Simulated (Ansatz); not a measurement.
# AlBFH5O2Si: the cost of one run

Method: RKS B3LYP-D4/6-31G, in Ansatz 0.2.0.

## (1) The starting structure

Bond lengths: O1–B2 1.437 Å, B2–O3 1.435 Å, O3–Si4 1.735 Å, B2–Al5 2.057 Å, Al5–F6 1.820 Å, O1–H7 0.955 Å, Si4–H8 1.486 Å, Si4–H9 1.541 Å, Si4–H10 1.404 Å, Al5–H11 1.609 Å. Angles: O1–B2–O3 117.4°, O1–B2–Al5 121.5°, O3–B2–Al5 120.8°, B2–O1–H7 106.6°, B2–O3–Si4 109.5°, O3–Si4–H8 107.2°, O3–Si4–H9 108.4°, O3–Si4–H10 114.1°, H8–Si4–H9 108.1°, H8–Si4–H10 109.7°, H9–Si4–H10 109.2°, B2–Al5–F6 120.4°, B2–Al5–H11 121.3°, F6–Al5–H11 118.3°.

As a file:

```xyz
11

O    -1.0453    0.0181   -1.8314
B    -0.2884    0.5221   -0.7182
O     1.1219    0.2568   -0.7034
Si    1.4223   -1.2293    0.1392
Al   -1.1500    1.7206    0.7146
F    -0.1521    2.3756    2.0884
H    -1.4206   -0.8141   -1.5516
H     0.6916   -2.3008   -0.5860
H     0.8231   -1.1149    1.5545
H     2.7816   -1.5671    0.2393
H    -2.7186    2.0760    0.6752
```

## (2) End point A

The input, input.yaml:

```yaml
crystal:
  periodic: [false, false, false]
  atoms:
    - { symbol: O, position_ang: [-1.0453, 0.0181, -1.8314] }
    - { symbol: B, position_ang: [-0.2884, 0.5221, -0.7182] }
    - { symbol: O, position_ang: [1.1219, 0.2568, -0.7034] }
    - { symbol: Si, position_ang: [1.4223, -1.2293, 0.1392] }
    - { symbol: Al, position_ang: [-1.15, 1.7206, 0.7146] }
    - { symbol: F, position_ang: [-0.1521, 2.3756, 2.0884] }
    - { symbol: H, position_ang: [-1.4206, -0.8141, -1.5516] }
    - { symbol: H, position_ang: [0.6916, -2.3008, -0.586] }
    - { symbol: H, position_ang: [0.8231, -1.1149, 1.5545] }
    - { symbol: H, position_ang: [2.7816, -1.5671, 0.2393] }
    - { symbol: H, position_ang: [-2.7186, 2.076, 0.6752] }
basis:
  gaussian: { orbitals: "6-31G" }
hamiltonian:
  xc: b3lyp
  dispersion: d4
relax:
  f_tol: 0.015
  max_steps: 40
```

The run is started by

```bash
> ansatz run input.yaml --threads 1 --pin off --max-ram 2048MiB --backend cpu --events-out ev --progress --plain --runs-dir out
```

Q: Estimate wall time and peak memory on 1 thread of Arm Neoverse V1, shared host.

About 90 s, with a peak of 0.2 GiB.
